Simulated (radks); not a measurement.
# Ar²⁺ in [Ne] 3s2 3p4: an all-electron calculation

Aim: the levels, the sizes of the orbitals and the parts of the energy of the argon ion Ar2+.

The numbers are computed with radks (a radial shooting solver on a logarithmic mesh, Libxc functionals) version 1 (non-relativistic Kohn-Sham, PBEsol, spin-polarised, spherical densities, point nucleus; open shells are filled with parallel spins first), except any that are marked as measured or tabulated.

## 1. The atom as given

| Quantity | Value |
| --- | --- |
| element | argon (Z = 18) |
| charge | +2 |
| electrons | 16 |
| configuration | [Ne] 3s2 3p4 |

Outer shells as boxes (Hund's rule):

Ar²⁺
```
[Ne] core
3s [↑↓]
3p [↑↓][↑ ][↑ ]
```

## 2. The calculation

Settings of this run:

```text
Z 18
configuration [Ne] 3s2 3p4 4s0 3d0
relativity non-relativistic
functional pbe_sol,pbe_sol
spin polarised
nucleus point
```

**Question.** What will this run give?

The runs gave:

```
                        quantity                     value
                    total energy        -525.01031 hartree
exchange-correlation share of it                    5.54 %
                            −T/E                    0.9988
          highest occupied level       3p down, -33.955 eV
    most extended occupied level  3p down, <r> = 1.48 bohr
 radius at density 0.001 e/bohr³                 3.18 bohr
    maxima of the radial density                         3
         ionisation energy, NIST      40.74 (semi-emp.) eV
```

The radial density shows 3 maxima for 3 occupied principal shells. The ratio −T/E is 0.9988; for a non-relativistic Coulomb system it is 1 up to the kinetic part of correlation. The top level binds by 33.955 eV, 83 % of the NIST ionisation energy of 40.74 eV; the potential of a semilocal functional falls off too fast, so its top eigenvalue is too shallow. Open shells are spherical and high-spin; term and fine-structure splittings are not resolved.
